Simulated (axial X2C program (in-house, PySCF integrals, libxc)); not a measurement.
# YO⁺: bond curves with and without spin–orbit coupling

Aim: find the lowest determinant of YO⁺, scan the bond at several levels and fit the constants, once spin-free and once with spin–orbit coupling.

Method: all-electron X2C, Y dyall-cv3z, O dyall-av3z; program: an in-house X2C program for linear molecules on PySCF integrals.

All values are calculated.

### 1 Input

task.json

```json
{"zs": [39, 8], "q": 1, "bas": ["dyall-cv3z", "dyall-av3z"], "levels": ["PBE0", "HF", "M06"], "cc": true, "r0": 1.87, "thr": -1.0, "nmax": 90, "npts": 10, "nst": 2, "ntry": 6}
```

Keys: zs atomic numbers; q charge; bas basis sets; levels methods (HF also brings MP2); cc coupled cluster on or off; r0 starting distance in Å; thr threshold in hartree for freezing inner shells (an s shell follows its p shell); nmax most natural virtual spinors; npts points asked for on the curve; nst determinants followed; ntry starts of the search.

Launch:

```bash
$ python so2c.py task.json out
```

Spin-free means the one-electron spin-free X2C Hamiltonian; two-component (2c) means X2C with spin–orbit coupling and atomic mean-field two-electron Coulomb and Gaunt terms. Basis: Y dyall-cv3z contracted to [11s12p9d6f3g], O dyall-av3z contracted to [7s6p3d2f]; Gaussian nuclei, density fitting. Masses: Y 88.906 u, O 15.995 u.

Notation: σ, π±, δ± give the projection m of an orbital's angular momentum (0, ±1, ±2), α and β its spin, Λ and M_S the sums; ω is the projection of a spinor's total angular momentum and Ω the sum. Logs are in hartree.

After this run come: PBE0, spin-free; HF, spin-free; M06, spin-free; Correlated methods, spin-free; PBE0, 2c; HF, 2c; M06, 2c; MP2 and beyond, 2c.

Before running it: what results should come out? Wanted: for each run, Hamiltonian; Re; ωe; De; μ.

The runs gave:

Lowest determinant that the search found at its distance, spin-free: M_S = 0, Λ = 0 (closed shell).

Lowest determinant that the search found at its distance, 2c: Ω = 0 (closed shell).

```json
{"Hamiltonian": "spin-free", "level": "PBE0", "Re (Å)": "1.726", "ωe (cm⁻¹)": "963", "De (eV)": "7.27", "μ (D)": "-6.99"}
{"Hamiltonian": "spin-free", "level": "HF", "Re (Å)": "1.714", "ωe (cm⁻¹)": "999", "De (eV)": "3.38", "μ (D)": "-8.27"}
{"Hamiltonian": "spin-free", "level": "MP2", "Re (Å)": "1.779", "ωe (cm⁻¹)": "866", "De (eV)": "8.03", "μ (D)": "n/a"}
{"Hamiltonian": "spin-free", "level": "CCSD", "Re (Å)": "1.749", "ωe (cm⁻¹)": "938", "De (eV)": "6.89", "μ (D)": "n/a"}
{"Hamiltonian": "spin-free", "level": "CCSD(T)", "Re (Å)": "1.766", "ωe (cm⁻¹)": "895", "De (eV)": "7.30", "μ (D)": "n/a"}
{"Hamiltonian": "spin-free", "level": "M06", "Re (Å)": "1.724", "ωe (cm⁻¹)": "961", "De (eV)": "7.70", "μ (D)": "-7.06"}
{"Hamiltonian": "2c", "level": "PBE0", "Re (Å)": "1.726", "ωe (cm⁻¹)": "964", "De (eV)": "7.28", "μ (D)": "-6.97"}
{"Hamiltonian": "2c", "level": "HF", "Re (Å)": "1.714", "ωe (cm⁻¹)": "999", "De (eV)": "3.39", "μ (D)": "-8.26"}
{"Hamiltonian": "2c", "level": "MP2", "Re (Å)": "1.778", "ωe (cm⁻¹)": "866", "De (eV)": "8.02", "μ (D)": "n/a"}
{"Hamiltonian": "2c", "level": "CCSD", "Re (Å)": "1.749", "ωe (cm⁻¹)": "938", "De (eV)": "6.89", "μ (D)": "n/a"}
{"Hamiltonian": "2c", "level": "CCSD(T)", "Re (Å)": "1.766", "ωe (cm⁻¹)": "895", "De (eV)": "7.29", "μ (D)": "n/a"}
{"Hamiltonian": "2c", "level": "M06", "Re (Å)": "1.723", "ωe (cm⁻¹)": "961", "De (eV)": "7.68", "μ (D)": "-7.05"}
```

Dipoles are positive if O is the positive end and refer to the centre of mass.

In words: At CCSD(T), going from spin-free to two-component changes Re by 0 mÅ, ωe by 0.0 %, which is small (part of it comes from the scalar share of the two-electron terms). De moves by -0.01 eV; both De rest on single-determinant atoms, which can miss part of an open shell's spin–orbit lowering.

De refers to Y+ + O, each in the lowest determinant found, which need not be this curve's own limit. The state is a single determinant with fixed occupations, the lowest that a limited PBE0 search found. Closed shells are restricted here (equal orbitals for both partners), which fails at long range if the bond breaks into open shells. De is counted from the lowest determinant-based energies of the atoms at the same level, without counterpoise correction. CCSD and (T) use frozen natural virtuals with an MP2 correction for the truncation. The meta-GGAs lack a current-density term, which matters for open shells with orbital currents, atoms included. With the outer-core shells frozen, correlated bond lengths of heavy atoms tend to come out a few hundredths of an ångström too long. T1 at Re is 0.025 (Lee–Taylor), above the customary mark of 0.02.
